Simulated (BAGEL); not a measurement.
**CH4O2Si (SMILES CO[Si]O) at B3LYP/6-311+G(d,p) (density fitting with qzvpp-jkfit)**

What is the energy change on altering one bond length of CH4O2Si at B3LYP/6-311+G** (density fitting with qzvpp-jkfit)? 

The results are computed with BAGEL 1.2.2.

22 further runs of the same task are left out: 22 set aside as unsound or not needed.

### Step 1. The structure to begin with

The species is CH4O2Si (8 atoms), meant as a singlet with charge 0. As SMILES, `CO[Si]O`. The shape is that of a PBE0-D4/def2-TZVP optimisation. This is one conformer, not always the lowest.

Bond lengths: C1–O2 1.411 Å, O2–Si3 1.657 Å, Si3–O4 1.644 Å, C1–H5 1.092 Å, C1–H6 1.097 Å, C1–H7 1.092 Å, O4–H8 0.963 Å. Angles: C1–O2–Si3 123.9°, O2–Si3–O4 99.6°, O2–C1–H5 109.5°, O2–C1–H6 112.0°, O2–C1–H7 109.5°, Si3–O4–H8 117.2°, H5–C1–H6 108.6°, H5–C1–H7 108.7°, H6–C1–H7 108.6°.

### Step 2. A single-point energy at B3LYP/6-311+G(d,p) (density fitting with qzvpp-jkfit)

Contents of dft.json:

```json
{ "bagel" : [

{
  "title" : "molecule",
  "basis" : "6-311+gss.json",
  "df_basis" : "qzvpp-jkfit",
  "angstrom" : true,
  "geometry" : [
    { "atom" : "C", "xyz" : [      -0.595700,       1.128900,      -0.241700 ] },
    { "atom" : "O", "xyz" : [       0.002900,      -0.148600,      -0.216100 ] },
    { "atom" : "Si", "xyz" : [       0.765000,      -0.787100,       1.109800 ] },
    { "atom" : "O", "xyz" : [       1.218200,      -2.241000,       0.490500 ] },
    { "atom" : "H", "xyz" : [      -0.124000,       1.736300,      -1.017400 ] },
    { "atom" : "H", "xyz" : [      -0.496000,       1.649400,       0.718400 ] },
    { "atom" : "H", "xyz" : [      -1.658300,       1.028200,      -0.474300 ] },
    { "atom" : "H", "xyz" : [       0.980000,      -2.423400,      -0.425000 ] }
  ]
},

{ "title" : "ks", "xc_func" : "b3lyp" },

{ "title" : "print", "file" : "orbitals.molden", "orbitals" : true }

]}
```

The basis set 6-311+G** is read from a file made from the Basis Set Exchange's data (not shown).

On the command line:

```bash
$ BAGEL_NUM_THREADS=1 BAGEL dft.json > dft.out
```

What it wrote:

```text
* using 1 threads per process

  ===============================================================
  ===============================================================

  *** Geometry ***

  { "atom" : "C", "xyz" : [     -1.125710,      2.133312,     -0.456747 ] },
  { "atom" : "O", "xyz" : [      0.005480,     -0.280813,     -0.408370 ] },
  { "atom" : "Si", "xyz" : [      1.445640,     -1.487403,      2.097218 ] },
  { "atom" : "O", "xyz" : [      2.302064,     -4.234876,      0.926911 ] },
  { "atom" : "H", "xyz" : [     -0.234326,      3.281131,     -1.922607 ] },
  { "atom" : "H", "xyz" : [     -0.937304,      3.116914,      1.357579 ] },
  { "atom" : "H", "xyz" : [     -3.133733,      1.943016,     -0.896297 ] },
  { "atom" : "H", "xyz" : [      1.851932,     -4.579562,     -0.803134 ] },

  Number of auxiliary basis functions:      429

  Since a DF basis is specified, we compute 2- and 3-index integrals:
    o Being stored without compression. Storage requirement is 0.049 GB

  Number of basis functions:      120
  Number of electrons      :       40

    * METHOD: MOLECULE                             0.43

  *** Kohn-Sham DFT ***

    * Removing 14148 points whose weight is below 1.00e-10
    * Grid points: 105100

  === Nuclear Repulsion ===
   162.3873305719

       - DIIS with orbital gradients will be used.

  === KS iteration (b3lyp / 6-311+gss.json) ===
      0       -376.93226850          0.28125978           0.66
      1       -270.68447612          0.19698022           0.75
      2       -339.65733545          0.24673919           0.67
      3       -451.01964797          0.14616329           0.64
      4       -462.22041952          0.11374856           0.84
      5       -479.06137457          0.05690860           0.66
      6       -480.28899199          0.02733413           0.61
      7       -480.49958004          0.01583770           0.60
      8       -480.58442821          0.00443840           0.72
      9       -480.59086250          0.00178306           0.76
     10       -480.59202924          0.00026962           0.61
     11       -480.59206409          0.00003349           0.61
     12       -480.59206443          0.00002998           0.87
     13       -480.59206480          0.00000645           0.89
     14       -480.59206481          0.00000259           0.86
     15       -480.59206482          0.00000075           0.63
     16       -480.59206482          0.00000036           0.62
     17       -480.59206482          0.00000006           0.82
     18       -480.59206482          0.00000001           0.66
     19       -480.59206482          0.00000001           0.70
     20       -480.59206482          0.00000000           0.72
    * SCF iteration converged.

    * Permanent dipole moment:
           (    0.441059,    -0.602056,     0.463360) a.u.

    * METHOD: KS                                  15.77

    * METHOD: PRINT                                0.02

  ===============================================================
```

Run time: 17 s. Hardware: 1 thread of Intel Xeon Platinum 8488C (Sapphire Rapids), shared host; peak memory 0.57 GiB.

### Step 3. The distorted shape at the same level

Contents of calc.json:

```json
{ "bagel": [

{
  "title": "molecule",
  "basis": "6-311+gss.json",
  "df_basis": "qzvpp-jkfit",
  "angstrom": true,
  "geometry": [
    { "atom": "C", "xyz": [      -0.737207,       0.946683,      -0.008994 ] },
    { "atom": "O", "xyz": [      -0.138607,      -0.330817,       0.016606 ] },
    { "atom": "Si", "xyz": [       0.623493,      -0.969317,       1.342506 ] },
    { "atom": "O", "xyz": [       1.076693,      -2.423217,       0.723206 ] },
    { "atom": "H", "xyz": [      -0.124000,       1.736300,      -1.017400 ] },
    { "atom": "H", "xyz": [      -0.637507,       1.467183,       0.951106 ] },
    { "atom": "H", "xyz": [      -1.799807,       0.845983,      -0.241594 ] },
    { "atom": "H", "xyz": [       0.838493,      -2.605617,      -0.192294 ] }
  ]
},

{ "title": "ks", "xc_func": "b3lyp" },

{ "title": "print", "file": "orbitals.molden", "orbitals": true }

]}
```

The basis set 6-311+G** is read from a file made from the Basis Set Exchange's data (not shown).

On the command line:

```bash
$ BAGEL_NUM_THREADS=1 BAGEL calc.json > calc.out
```

What it wrote:

```text
* using 1 threads per process

  ===============================================================
  ===============================================================

  *** Geometry ***

  { "atom" : "C", "xyz" : [     -1.393119,      1.788972,     -0.016996 ] },
  { "atom" : "O", "xyz" : [     -0.261929,     -0.625154,      0.031381 ] },
  { "atom" : "Si", "xyz" : [      1.178231,     -1.831744,      2.536969 ] },
  { "atom" : "O", "xyz" : [      2.034655,     -4.579216,      1.366661 ] },
  { "atom" : "H", "xyz" : [     -0.234326,      3.281131,     -1.922607 ] },
  { "atom" : "H", "xyz" : [     -1.204714,      2.772574,      1.797330 ] },
  { "atom" : "H", "xyz" : [     -3.401142,      1.598676,     -0.456546 ] },
  { "atom" : "H", "xyz" : [      1.584522,     -4.923903,     -0.363383 ] },

  Number of auxiliary basis functions:      429

  Since a DF basis is specified, we compute 2- and 3-index integrals:
    o Being stored without compression. Storage requirement is 0.049 GB

  Number of basis functions:      120
  Number of electrons      :       40

    * METHOD: MOLECULE                             0.33

  *** Kohn-Sham DFT ***

    * Removing 13703 points whose weight is below 1.00e-10
    * Grid points: 105545

  === Nuclear Repulsion ===
   161.2113007032

       - DIIS with orbital gradients will be used.

  === KS iteration (b3lyp / 6-311+gss.json) ===
      0       -377.34066946          0.28103003           0.85
      1       -273.35330721          0.19660557           0.84
      2       -340.69260784          0.24606993           0.88
      3       -451.48706216          0.14577475           0.89
      4       -462.73395507          0.11212870           0.83
      5       -478.90831828          0.05803081           0.61
      6       -480.18603958          0.02966981           0.63
      7       -480.48465844          0.01390574           0.71
      8       -480.54425913          0.00561569           0.91
      9       -480.55469736          0.00197753           0.92
     10       -480.55615515          0.00029612           0.92
     11       -480.55619276          0.00005955           0.88
     12       -480.55619442          0.00002515           0.78
     13       -480.55619465          0.00001144           0.87
     14       -480.55619470          0.00000322           0.89
     15       -480.55619470          0.00000101           0.91
     16       -480.55619470          0.00000059           0.90
     17       -480.55619470          0.00000011           0.91
     18       -480.55619470          0.00000002           0.90
     19       -480.55619470          0.00000001           0.89
     20       -480.55619470          0.00000000           0.76
    * SCF iteration converged.

    * Permanent dipole moment:
           (    0.456399,    -0.466289,     0.352361) a.u.

    * METHOD: KS                                  18.57

    * METHOD: PRINT                                0.02

  ===============================================================
```

It took 19 s on 1 thread of Intel Xeon Platinum 8488C (Sapphire Rapids), shared host; peak memory 0.57 GiB.

### Step 4. Summary of results

At B3LYP/6-311+G** (density fitting with qzvpp-jkfit):

```
                                                         quantity          value
                                        first shape: total energy  -480.59206 Eh
                                       first shape: dipole moment         2.23 D
                                         first shape: HOMO energy       -6.97 eV
                                         first shape: LUMO energy       -1.47 eV
                                       first shape: HOMO–LUMO gap        5.51 eV
                                    distorted shape: total energy  -480.55619 Eh
                                   distorted shape: dipole moment         1.88 D
                                     distorted shape: HOMO energy       -7.05 eV
                                     distorted shape: LUMO energy       -1.55 eV
                                   distorted shape: HOMO–LUMO gap        5.50 eV
energy change with the C1–H5 bond stretched from 1.092 to 1.420 Å       0.976 eV
```

**Reading.** With the C1–H5 bond stretched from 1.092 to 1.420 Å the energy rises by 0.98 eV (22.5 kcal/mol). The first shape isn't relaxed at this level, so the change isn't measured from a minimum.
